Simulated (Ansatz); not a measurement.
# YbPd: the cost of one run

Computed with Ansatz 0.2.0 (DFT r2SCAN, scalar-relativistic, plane waves, PAW, unless a step's input says otherwise).

**1. Starting point**

It takes space group Pm-3m (No. 221, cubic). The conventional cell has a = 3.447 Å, b = 3.447 Å, c = 3.447 Å, α = 90.00°, β = 90.00°, γ = 90.00°. Around Yb (site symmetry m-3m) lie 8 Pd at 2.99 Å. Pd (site symmetry m-3m) is surrounded by 8 Yb at 2.99 Å.

Coordinates:

```xyz
2
Lattice="3.4470 0.0000 0.0000 0.0000 3.4470 0.0000 0.0000 0.0000 3.4470" Properties=species:S:1:pos:R:3 pbc="T T T"
Yb    0.0000    0.0000    0.0000
Pd    1.7235    1.7235    1.7235
```

(A quick probe on a coarse mesh, which set the mesh and smearing, is not shown.)

**3. Full relaxation**

input.yaml

```yaml
crystal:
  lattice:
    - [3.4470001228, 0.0, 0.0]
    - [0.0, 3.4470001228, 0.0]
    - [0.0, 0.0, 3.4470001228]
  atoms:
    - { symbol: Yb, position: [0.0, 0.0, 0.0] }
    - { symbol: Pd, position: [0.5, 0.5, 0.5] }
basis:
  ecutwfc: 500
kpoints:
  mp_grid: { grid: [12, 12, 12] }
hamiltonian:
  xc: r2scan
scf:
  occupations: { method: gaussian, width: 0.1 }
output:
  forces: true
  stress: true
  eigenvalues: true
  write_density: true
  write_potential: true
  elf: true
  volumetric_format: npy
relax:
  adjacent_minimum: "off"
  f_tol: 0.005
  max_steps: 80
  cell: { stress_tol: 0.05 }
```

Command:

```
ansatz run input.yaml --threads 4 --pin off --max-ram 10240MiB --backend cpu --events-out ev --progress --plain --runs-dir out
```

What time and memory should one allow on 4 threads of Arm Neoverse V2, shared host?

About 16 s, with a peak of 0.53 GiB.
